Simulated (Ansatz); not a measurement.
# CH₄BClO₂: a ladder of functionals and wavefunction methods

An exercise on one series of results from a longer session: the logs are not shown, and one member is left open.

Program: Ansatz 0.2.0, Gaussian basis. Level of theory: functionals in def2-TZVPP, the program's frozen cores in correlated methods. These are calculated values, not measurements.

The runs, in order: LDA (SPW92), PBE-D4, revPBE-D4, BLYP-D4, r2SCAN-D4, B97M-V, PBE0-D4, B3LYP-D4, r2SCANh-D4, r2SCAN0-D4, HSE06-D4, BHLYP-D4, CAM-B3LYP-D4, LC-ωPBE, ωB97X-V, ωB97M-V, B2PLYP, PBE-QIDH; CCSD(T)/def2-SVP; CCSD(T)/def2-TZVPP; MP2/def2-QZVPP; extrapolation to the limit; RPA on PBE.

## The geometry

The geometry comes from an earlier relaxation with PBE0-D4 in a triple-zeta def2 set; it is a stationary point, not always the lowest conformer.

9 atoms, charge 0, spin multiplicity 1.

Atoms are counted from 1 here; the program's logs count them from 0.

Bond lengths: B1–C2 1.590 Å, B1–Cl5 1.901 Å, B1–H6 1.200 Å, B1–H7 1.200 Å, C2–O3 1.298 Å, C2–O4 1.298 Å, O3–H8 0.970 Å, O4–H9 0.970 Å. Angles: C2–B1–Cl5 93.8°, C2–B1–H6 110.6°, C2–B1–H7 110.6°, Cl5–B1–H6 111.1°, Cl5–B1–H7 111.1°, H6–B1–H7 117.2°, B1–C2–O3 120.6°, B1–C2–O4 120.6°, O3–C2–O4 118.7°, C2–O3–H8 114.8°, C2–O4–H9 114.8°.

As a file:

```xyz
9
charge 0, multiplicity 1
B    -0.08114    0.85686   -0.95816
C    -0.13388   -0.28076    0.15184
O     0.45955   -1.41905   -0.03980
O    -0.71293   -0.06420    1.29306
Cl    1.53628    1.60505   -0.29591
H    -0.99690    1.62091   -0.82430
H     0.07868    0.37807   -2.04699
H     0.50575   -1.99122    0.74191
H    -0.56682   -0.75186    1.96115
```

Set-up of the first run:

Contents of in.yaml:

```yaml
crystal:
  periodic: [false, false, false]
  atoms:
    - {symbol: B, position_ang: [-0.081137, 0.856855, -0.958158]}
    - {symbol: C, position_ang: [-0.133877, -0.280760, 0.151837]}
    - {symbol: O, position_ang: [0.459553, -1.419048, -0.039796]}
    - {symbol: O, position_ang: [-0.712931, -0.064199, 1.293055]}
    - {symbol: Cl, position_ang: [1.536281, 1.605054, -0.295911]}
    - {symbol: H, position_ang: [-0.996900, 1.620908, -0.824301]}
    - {symbol: H, position_ang: [0.078676, 0.378074, -2.046986]}
    - {symbol: H, position_ang: [0.505752, -1.991223, 0.741908]}
    - {symbol: H, position_ang: [-0.566816, -0.751860, 1.961152]}
basis:
  gaussian: {orbitals: def2-TZVPP}
hamiltonian: {xc: lda}
output: {orbitals: {seedname: orbitals}}
```

On the command line:

```bash
> ansatz run in.yaml --threads 2 --pin off --events-out ev --progress --plain --max-ram 4352MiB
```

Among the steps run: LDA; PBE-D4 (GGA); revPBE-D4 (GGA); BLYP-D4 (GGA); r2SCAN-D4 (meta-GGA); B97M-V (meta-GGA); B3LYP-D4 (hybrid); r2SCANh-D4 (hybrid); r2SCAN0-D4 (hybrid); HSE06-D4 (hybrid); BHLYP-D4 (hybrid); CAM-B3LYP-D4 (range-separated); LC-ωPBE (range-separated); ωB97X-V (range-separated); ωB97M-V (range-separated); B2PLYP (double hybrid); PBE-QIDH (double hybrid).

One table of the session follows, with a row left open; its other results are not shown here.

It belongs to the step «Frontier levels by functional». 

```
  functional  HOMO (eV)  LUMO (eV)  gap (eV)
 LDA (SPW92)      -5.99      -3.11      2.87
      PBE-D4      -5.90      -2.86      3.04
   revPBE-D4      -5.85      -2.76      3.10
     BLYP-D4      -5.78      -2.75      3.03
   r2SCAN-D4      -6.20      -2.64      3.56
      B97M-V      -6.30      -2.58      3.72
     PBE0-D4      -7.23      -1.82      5.40
    B3LYP-D4          ?          ?         ?
  r2SCANh-D4      -6.69      -2.26      4.43
  r2SCAN0-D4      -7.43      -1.68      5.75
    HSE06-D4      -6.82      -2.21      4.61
    BHLYP-D4      -8.47      -0.67      7.80
CAM-B3LYP-D4      -8.60      -0.68      7.92
     LC-ωPBE      -9.96       0.54     10.50
     ωB97X-V      -9.62       0.50     10.12
     ωB97M-V      -9.47       0.30      9.78
```

Estimate the missing values for B3LYP-D4.

Worked estimate for «HOMO (eV)». Against the share of exact exchange, BLYP-D4 (0, -5.78), BHLYP-D4 (0.5, -8.47) give a slope of -5.38 per unit share; at 0.2 the line stands at -6.86.

**Answer.** HOMO (eV): -7.00; LUMO (eV): -2.10; gap (eV): 4.91. In «HOMO (eV)» the line misses by +0.14.
